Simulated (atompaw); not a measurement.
# Ga: the cost of one run

Program: atompaw 4.2.0.5. Reference atom: LDA (PW92), scalar-relativistic, spherical and spin-unpolarised. All values are calculated.

### 1 The atom and the settings

Typed settings, in words:

```json
{
  "element": "gallium (Ga, Z = 31)",
  "type": "PAW",
  "frozen core": "[Ne]",
  "valence charge": "21",
  "reference configuration": "3s2 3p6 3d10 4s2 4p1",
  "partial waves": "3s (bound): rc 0.85 bohr; 4s (bound): rc 1.05 bohr; 3p (bound): rc 0.85 bohr; 4p (bound): rc 1.05 bohr; 3d (bound): rc 1.05 bohr; 3d channel at 1.25 Ry: rc 1.05 bohr",
  "local potential": "bessel scheme, radius 1.05 bohr",
  "core correction": "smooth core density matched at 0.80 bohr",
  "augmentation charge": "sinc compensation charge, radius 1.05 bohr; PAW radius 1.05 bohr; waves and projectors: custom polynom vanderbiltortho"
}
```

An earlier all-electron run gives the scale for the radii.

All-electron outer shells of the reference configuration (LDA (PW92), scalar-relativistic, ld1.x):

```json
{"shell": "2s", "level (eV)": "-1260.06", "outermost node (bohr)": "0.07", "outermost maximum (bohr)": "0.18"}
{"shell": "2p", "level (eV)": "-1098.21", "outermost node (bohr)": "–", "outermost maximum (bohr)": "0.15"}
{"shell": "3s", "level (eV)": "-147.44", "outermost node (bohr)": "0.27", "outermost maximum (bohr)": "0.56"}
{"shell": "3p", "level (eV)": "-98.66", "outermost node (bohr)": "0.24", "outermost maximum (bohr)": "0.56"}
{"shell": "3d", "level (eV)": "-19.41", "outermost node (bohr)": "–", "outermost maximum (bohr)": "0.53"}
{"shell": "4s", "level (eV)": "-9.17", "outermost node (bohr)": "0.81", "outermost maximum (bohr)": "1.87"}
{"shell": "4p", "level (eV)": "-2.73", "outermost node (bohr)": "0.87", "outermost maximum (bohr)": "2.53"}
```

### 2 Generating the potential

Input file Ga.input:

```
Ga 31
LDA-PW scalarrelativistic loggrid 1500 logderivrange -13 5 451
4 4 3 0 0 0
4 1 1
0 0 0
c
c
v
v
c
v
v
v
2
1.05 1.05 1.05 0.80
n
n
y
1.25
n
custom polynom vanderbiltortho sinc
bessel
0.85
1.05
0.85
1.05
1.05
1.05
PWSCFOUT
UPFDX 0.0125d0 UPFXMIN -7.d0 UPFZMESH 31.d0
END
```

The run is started by

```bash
atompaw < Ga.input > Ga.log
```

**Question.** How long does this run take on 1 thread of Intel Xeon Platinum 8488C, shared host?

About 7.4 s.
